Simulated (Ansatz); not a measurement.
# SiGe5: the cost of one run

Program: Ansatz 0.2.0. Level of theory: DFT PBE, scalar-relativistic, plane waves, PAW, unless a step names another level. These are calculated values, not measurements.

1 further run of the same task is left out (it didn't finish).

### 1 The system as given

The structure is orthorhombic, space group Imm2 (No. 44). Conventional cell: a = 4.033 Å, b = 12.097 Å, c = 5.705 Å, α = 90.00°, β = 90.00°, γ = 90.00°. Si (site symmetry mm2) is surrounded by 4 Ge at 2.43 to 2.44 Å. Ge (site symmetry m) has 4 Ge at 2.48 to 2.49 Å as nearest neighbours. Ge (site symmetry m) is surrounded by 1 Si at 2.43 Å and 3 Ge at 2.48 to 2.49 Å. Around Ge (site symmetry mm2) lie 2 Si at 2.44 Å and 2 Ge at 2.49 Å.

Coordinates:

```
Si Ge
1.0
    -2.01647    6.04874    2.85251
     2.01647   -6.04874    2.85251
     2.01647    6.04874   -2.85251
Si Ge
1 5
Cartesian
  0.0000 0.0000 5.7049
  2.0165 2.0093 2.8525
  2.0165 4.0676 -1.4503
  2.0165 -2.0093 2.8525
  0.0000 1.9811 1.4022
  0.0000 6.0487 1.4746
```

It came out lowest among 18 distinct ends of the trial cells. At a tolerance of 0.02 Å it has space group Imm2 (No. 44).

### 2 Bands, states and charges

input.yaml

```yaml
crystal:
  lattice:
    - [-2.0164676794, 6.0487422547, 2.852508232]
    - [2.0164676794, -6.0487422547, 2.852508232]
    - [2.0164676794, 6.0487422547, -2.852508232]
  atoms:
    - { symbol: Si, position: [0.9999810971, 0.9999810971, 0.0] }
    - { symbol: Ge, position: [0.666087283, 0.9999911398, 0.6660961432] }
    - { symbol: Ge, position: [0.0820219245, 0.2457830403, 0.8362388842] }
    - { symbol: Ge, position: [0.3338949967, 0.9999911398, 0.3339038568] }
    - { symbol: Ge, position: [0.4095441562, 0.2457830403, 0.1637611158] }
    - { symbol: Ge, position: [0.7584705427, 0.2584705427, 0.5] }
basis:
  ecutwfc: 420
kpoints:
  mp_grid: { grid: [12, 12, 12] }
  band_path:
    path:
      - [[0.0, 0.0, 0.0], [0.5, -0.5, 0.5], [0.27778385, -0.27778385, 0.72221615]]
      - [[-0.27778385, 0.27778385, 0.27778385], [0.0, 0.0, 0.0], [0.30559858, 0.30559858, -0.30559858]]
      - [[0.69440142, -0.30559858, 0.30559858], [0.5, -0.5, 0.5]]
      - [[0.0, 0.0, 0.0], [0.0, 0.5, 0.0], [0.25, 0.25, 0.25], [0.5, 0.0, 0.0], [0.0, 0.0, 0.0], [0.0, 0.0, 0.5], [0.25, 0.25, 0.25]]
    npoints: 14
hamiltonian:
  xc: pbe
scf:
  occupations: { method: gaussian, width: 0.01 }
  n_extra_bands: 15
output:
  forces: true
  stress: true
  eigenvalues: true
  populations: true
  dos: { projected: true, de: 0.02, nscf_kmesh: { grid: [15, 15, 15] } }
  bader: true
  write_density: true
  write_potential: true
  elf: true
  volumetric_format: npy
```

The run is started by

```bash
ansatz run input.yaml --threads 1 --pin off --max-ram 2560MiB --backend cpu --events-out ev --progress --plain --runs-dir out
```

Q: Estimate wall time and peak memory on 1 thread of Arm Neoverse V2, shared host.

About 15 min, with a peak of 2.3 GiB.
